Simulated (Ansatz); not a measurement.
# CH5AlCl2S: how energies converge with the basis set

An exercise on one series of results from a longer session: the logs are not shown, and one member is left open.

Computed with Ansatz 0.2.0, Gaussian basis. Level: one geometry, several basis sets.

Levels to be run: PBE0-D4/def2-SVP; ωB97M-V/def2-SVP; PBE0-D4/def2-QZVPP; ωB97M-V/def2-QZVPP; the functionals' def2-TZVPP values are taken from earlier runs.

## The geometry

All runs share one geometry, relaxed beforehand with PBE0-D4 in a triple-zeta def2 set.

SMILES `[CH3][Al-]([SH2+])([Cl])[Cl]`, 10 atoms, charge 0, spin multiplicity 1.

Atoms are counted from 1 here; the program's logs count them from 0.

Bond lengths: C1–Al2 1.941 Å, C1–H6 1.094 Å, C1–H7 1.094 Å, C1–H8 1.094 Å, Al2–S3 2.514 Å, Al2–Cl4 2.121 Å, Al2–Cl5 2.122 Å, S3–H9 1.345 Å, S3–H10 1.345 Å. Angles: Al2–C1–H6 111.9°, Al2–C1–H7 112.0°, Al2–C1–H8 110.0°, H6–C1–H7 108.4°, H6–C1–H8 107.1°, H7–C1–H8 107.1°, C1–Al2–S3 104.8°, C1–Al2–Cl4 118.5°, C1–Al2–Cl5 118.6°, S3–Al2–Cl4 95.9°, S3–Al2–Cl5 95.4°, Cl4–Al2–Cl5 116.0°, Al2–S3–H9 98.0°, Al2–S3–H10 97.6°, H9–S3–H10 93.1°.

The first run:

File in.yaml:

```yaml
crystal:
  periodic: [false, false, false]
  atoms:
    - {symbol: C, position_ang: [-1.271563, 0.168987, 0.679157]}
    - {symbol: Al, position_ang: [-0.154446, 0.323167, -0.901000]}
    - {symbol: S, position_ang: [2.080026, -0.591361, -0.200029]}
    - {symbol: Cl, position_ang: [-0.458908, -1.043470, -2.494801]}
    - {symbol: Cl, position_ang: [0.576012, 2.239216, -1.447437]}
    - {symbol: H, position_ang: [-1.384839, -0.870715, 0.999059]}
    - {symbol: H, position_ang: [-0.876892, 0.748335, 1.518582]}
    - {symbol: H, position_ang: [-2.274952, 0.551403, 0.467883]}
    - {symbol: H, position_ang: [1.639075, -1.688206, 0.441888]}
    - {symbol: H, position_ang: [2.209587, 0.111444, 0.939599]}
basis:
  gaussian: {orbitals: def2-SVP}
hamiltonian: {xc: pbe0, dispersion: d4}
output: {orbitals: {seedname: orbitals}}
```

Started as:

```console
$ ansatz run in.yaml --threads 4 --pin off --events-out ev --progress --plain --max-ram 10444MiB
```

Among the steps run: PBE0-D4 in def2-SVP; ωB97M-V in def2-SVP; PBE0-D4 in def2-QZVPP; ωB97M-V in def2-QZVPP.

One table of the session follows, with a row left open; its other results are not shown here.

```
functional       basis  HOMO (eV)
   PBE0-D4    def2-SVP      -8.02
   PBE0-D4  def2-TZVPP      -8.13
   PBE0-D4  def2-QZVPP      -8.16
   ωB97M-V    def2-SVP          ?
   ωB97M-V  def2-TZVPP     -10.33
   ωB97M-V  def2-QZVPP     -10.37
```

Estimate the missing values for ωB97M-V, def2-SVP.

**Answer.** HOMO (eV): -10.20. In the column «HOMO (eV)» it lies between ωB97M-V, def2-TZVPP (-10.33) and PBE0-D4, def2-QZVPP (-8.16).
